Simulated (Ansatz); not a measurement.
# Ba2NaReF6: the cost of one run

Program: Ansatz 0.2.0. Level of theory: reference: DFT r2SCAN, plane waves, PAW, scalar-relativistic, no spin polarisation. These are calculated values, not measurements.

### Step 1. The starting structure

It takes space group Fm-3m (No. 225, cubic). Conventional cell: a = 8.686 Å, b = 8.686 Å, c = 8.686 Å, α = 90.00°, β = 90.00°, γ = 90.00°. Na (site symmetry m-3m) has 6 F at 2.40 Å as nearest neighbours. Ba (site symmetry -43m) has 12 F at 3.08 Å as nearest neighbours. Around Re (site symmetry m-3m) lie 6 F at 1.95 Å. F (site symmetry 4mm) is surrounded by 1 Re at 1.95 Å and 1 Na at 2.40 Å.

Coordinates:

```
Na Ba Re F
1.0
     0.00000    4.34292    4.34292
     4.34292    0.00000    4.34292
     4.34292    4.34292    0.00000
Na Ba Re F
1 2 1 6
Direct
  0.50000 0.50000 0.50000
  0.25000 0.25000 0.25000
  0.75000 0.75000 0.75000
  0.00000 0.00000 0.00000
  0.77600 0.22400 0.22400
  0.22400 0.77600 0.22400
  0.22400 0.77600 0.77600
  0.77600 0.22400 0.77600
  0.22400 0.22400 0.77600
  0.77600 0.77600 0.22400
```

### Step 2. Reference

Input file input.yaml:

```yaml
crystal:
  lattice:
    - [0.0, 4.34292, 4.34292]
    - [4.34292, 0.0, 4.34292]
    - [4.34292, 4.34292, 0.0]
  atoms:
    - { symbol: Na, position: [0.5, 0.5, 0.5] }
    - { symbol: Ba, position: [0.25, 0.25, 0.25] }
    - { symbol: Ba, position: [0.75, 0.75, 0.75] }
    - { symbol: Re, position: [0.0, 0.0, 0.0] }
    - { symbol: F, position: [0.776, 0.224, 0.224] }
    - { symbol: F, position: [0.224, 0.776, 0.224] }
    - { symbol: F, position: [0.224, 0.776, 0.776] }
    - { symbol: F, position: [0.776, 0.224, 0.776] }
    - { symbol: F, position: [0.224, 0.224, 0.776] }
    - { symbol: F, position: [0.776, 0.776, 0.224] }
  symmetry: { tolerance: 0.0003 }
kpoints:
  mp_grid: { grid: [4, 4, 4], shift: [0, 0, 0] }
magnetization:
  spin_polarized: false
scf:
  occupations: { method: tetrahedron }
hamiltonian:
  pseudopotentials: { kind: paw }
  xc: r2scan
basis:
  ecutwfc: 500
output:
  forces: true
  stress: true
  eigenvalues: true
```

Command:

```bash
> ansatz run input.yaml --threads 1 --pin off --max-ram 2560MiB --backend cpu --events-out ev --progress --plain --runs-dir out
```

What time and memory should one allow on 1 thread of an x86-64 CPU, shared host?

About 7.1 s, with a peak of 0.89 GiB.
